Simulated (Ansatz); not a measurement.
**CH₃FMgO: taking an electron away**

One table from this session's results is given with a row withheld; the runs are named, their logs left out.

Method: unrestricted cation, the program's frozen cores in correlated methods; program: Ansatz 0.2.0, Gaussian basis.

Plan: UKS PBE-D4/def2-TZVPP; UKS r2SCAN-D4/def2-TZVPP; UKS PBE0-D4/def2-TZVPP; UKS B3LYP-D4/def2-TZVPP; UKS wB97X-V/def2-TZVPP; UKS wB97M-V/def2-TZVPP; UKS B2PLYP/def2-TZVPP; UHF-CCSD(T)/def2-TZVPP; UHF-CCSD(T)/def2-QZVPP; extrapolation to the limit; then −ε(HOMO) from the neutral's earlier runs with LDA (SPW92), PBE-D4, revPBE-D4, BLYP-D4, r2SCAN-D4, B97M-V, PBE0-D4, B3LYP-D4, r2SCANh-D4, r2SCAN0-D4, HSE06-D4, BHLYP-D4, CAM-B3LYP-D4, LC-ωPBE, ωB97X-V, ωB97M-V.

### The relaxed structure

All runs share one geometry, relaxed beforehand with PBE0-D4 in a triple-zeta def2 set.

SMILES `C[O][Mg][F]`, 7 atoms, charge 0, spin multiplicity 1.

Atoms are counted from 1 here; the program's logs count them from 0.

Bond lengths: C1–O2 1.378 Å, C1–H5 1.099 Å, C1–H6 1.099 Å, C1–H7 1.099 Å, O2–Mg3 1.751 Å, Mg3–F4 1.751 Å. Angles: O2–C1–H5 111.7°, O2–C1–H6 111.7°, O2–C1–H7 111.7°, H5–C1–H6 107.2°, H5–C1–H7 107.2°, H6–C1–H7 107.2°, C1–O2–Mg3 179.9°, O2–Mg3–F4 180.0°.

As a file:

```mol
CH3FMgO
  3D, bonds by distance, orders not assigned

  7  6  0  0  0  0  0  0  0  0999 V2000
    0.0371    1.1513    0.1080 C   0  0
    0.0035   -0.2195   -0.0254 O   0  0
   -0.0389   -1.9614   -0.1985 Mg  0  0
   -0.0813   -3.7030   -0.3717 F   0  0
   -0.8034    1.6303   -0.4136 H   0  0
   -0.0175    1.4577    1.1621 H   0  0
    0.9618    1.5767   -0.3066 H   0  0
  1  2  8  0
  2  3  8  0
  3  4  8  0
  1  5  8  0
  1  6  8  0
  1  7  8  0
M  END
```

Set-up of the first run:

File in.yaml:

```yaml
crystal:
  periodic: [false, false, false]
  atoms:
    - {symbol: C, position_ang: [0.037081, 1.151311, 0.107996]}
    - {symbol: O, position_ang: [0.003516, -0.219464, -0.025420]}
    - {symbol: Mg, position_ang: [-0.038891, -1.961433, -0.198519]}
    - {symbol: F, position_ang: [-0.081299, -3.702951, -0.371692]}
    - {symbol: H, position_ang: [-0.803377, 1.630312, -0.413618]}
    - {symbol: H, position_ang: [-0.017514, 1.457654, 1.162054]}
    - {symbol: H, position_ang: [0.961782, 1.576672, -0.306602]}
basis:
  gaussian: {orbitals: def2-TZVPP}
total_charge: 1
magnetization: {spin_polarized: true, initial_magnetization: 1}
hamiltonian: {xc: pbe, dispersion: d4}
```

Command:

```
$ ansatz run in.yaml --threads 2 --pin off --events-out ev --progress --plain --max-ram 32768MiB --backend cpu
```

Steps of the session up to this table: Cation, UKS PBE-D4/def2-TZVPP; Cation, UKS r2SCAN-D4/def2-TZVPP; Cation, UKS PBE0-D4/def2-TZVPP; Cation, UKS B3LYP-D4/def2-TZVPP; Cation, UKS wB97X-V/def2-TZVPP; Cation, UKS wB97M-V/def2-TZVPP; Cation, UKS B2PLYP (frozen core)/def2-TZVPP; Cation, UHF-CCSD(T)/def2-TZVPP; Cation, UHF-CCSD(T)/def2-QZVPP.

One of the session's tables, all rows but one given; the rest of the session is left out.

For comparison, −ε(HOMO) of the neutral from earlier runs:

```
  functional  −ε(HOMO) (eV)
 LDA (SPW92)           6.07
      PBE-D4           5.90
   revPBE-D4           5.83
     BLYP-D4           5.84
   r2SCAN-D4           6.17
      B97M-V           6.25
     PBE0-D4           7.40
    B3LYP-D4           7.19
  r2SCANh-D4           6.74
  r2SCAN0-D4           7.60
    HSE06-D4           6.99
    BHLYP-D4           8.89
CAM-B3LYP-D4           8.91
     LC-ωPBE          10.22
     ωB97X-V              ?
     ωB97M-V           9.84
```

Estimate the missing values for ωB97X-V.

The run gave: −ε(HOMO) (eV): 9.89. In the column «−ε(HOMO) (eV)» it lies between ωB97M-V (9.84) and LC-ωPBE (10.22).

To keep in mind: The cation may have settled in a state other than its lowest; no search over hole states beyond the program's own was made.
